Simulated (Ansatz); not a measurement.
# NaSi12O24: the cost of one run

All numbers below are computed with Ansatz 0.2.0 (DFT PBE, plane waves, PAW, scalar-relativistic, no spin polarisation).

### Step 1. The system as given

The cell holds 37 atoms (NaO24Si12): a = 7.326 Å, b = 7.326 Å, c = 9.833 Å, α = 70.39°, β = 70.39°, γ = 71.07°.

Its coordinates follow in the input file.

### Step 2. Relaxing the start

File input.yaml:

```yaml
accuracy: low
crystal:
  lattice:
    - [-2.458279, 4.257864, 5.431625]
    - [4.916558, 0.0, 5.431625]
    - [4.916558, 8.515728, 0.0]
  atoms:
    - { symbol: Si, position: [0.4010658, 0.9322676, 0.0338662] }
    - { symbol: Si, position: [0.0, 0.0, 0.2656009] }
    - { symbol: Si, position: [0.0989342, 0.5677325, 0.9505329] }
    - { symbol: O, position: [0.5673605, 0.9804591, 0.0820396] }
    - { symbol: O, position: [0.5748566, 0.3062964, 0.1403025] }
    - { symbol: O, position: [0.1795123, 0.034974, 0.1167931] }
    - { symbol: O, position: [0.3204877, 0.465026, 0.9740363] }
    - { symbol: O, position: [0.9251434, 0.1937036, 0.330879] }
    - { symbol: O, position: [0.9326395, 0.5195409, 0.1059494] }
    - { symbol: Si, position: [0.4010658, 0.9322676, 0.5338662] }
    - { symbol: Si, position: [0.0, 0.0, 0.7656009] }
    - { symbol: Si, position: [0.0989342, 0.5677325, 0.4505329] }
    - { symbol: O, position: [0.5673605, 0.9804591, 0.5820396] }
    - { symbol: O, position: [0.5748566, 0.3062964, 0.6403025] }
    - { symbol: O, position: [0.1795123, 0.034974, 0.6167931] }
    - { symbol: O, position: [0.3204877, 0.465026, 0.4740363] }
    - { symbol: O, position: [0.9251434, 0.1937036, 0.830879] }
    - { symbol: O, position: [0.9326395, 0.5195409, 0.6059494] }
    - { symbol: Si, position: [0.9010658, 0.4322675, 0.2838662] }
    - { symbol: Si, position: [0.5, 0.5, 0.5156009] }
    - { symbol: Si, position: [0.5989342, 0.0677325, 0.2005329] }
    - { symbol: O, position: [0.0673605, 0.4804591, 0.3320396] }
    - { symbol: O, position: [0.0748566, 0.8062964, 0.3903025] }
    - { symbol: O, position: [0.6795123, 0.534974, 0.3667931] }
    - { symbol: O, position: [0.8204877, 0.965026, 0.2240363] }
    - { symbol: O, position: [0.4251434, 0.6937036, 0.580879] }
    - { symbol: O, position: [0.4326395, 0.0195409, 0.3559494] }
    - { symbol: Si, position: [0.9010658, 0.4322675, 0.7838662] }
    - { symbol: Si, position: [0.5, 0.5, 0.0156009] }
    - { symbol: Si, position: [0.5989342, 0.0677324, 0.7005329] }
    - { symbol: O, position: [0.0673605, 0.4804591, 0.8320396] }
    - { symbol: O, position: [0.0748566, 0.8062964, 0.8903025] }
    - { symbol: O, position: [0.6795123, 0.534974, 0.8667931] }
    - { symbol: O, position: [0.8204877, 0.965026, 0.7240363] }
    - { symbol: O, position: [0.4251434, 0.6937036, 0.080879] }
    - { symbol: O, position: [0.4326395, 0.0195409, 0.8559494] }
    - { symbol: Na, position: [0.3525714, 0.7488963, 0.3867319] }
total_charge: 1
basis:
  ecutwfc: 420.0
kpoints:
  mp_grid: { grid: [1, 1, 1] }
hamiltonian:
  xc: pbe
  pseudopotentials: { kind: paw, azcp: { folder: soft_1 } }
scf:
  occupations: { method: fermi_dirac, width: 0.02 }
  lower_state_search: "off"
relax:
  f_tol: 0.08
  max_steps: 25
  adjacent_minimum: "off"
```

Launch:

```bash
$ ansatz run input.yaml --threads 1 --pin off --max-ram 3072MiB --backend cpu --events-out ev --progress --plain --runs-dir out
```

**Question.** How long does this run take on 1 thread of Arm Neoverse V1, shared host, and how much memory does it need?

About 90 s, with a peak of 0.51 GiB.
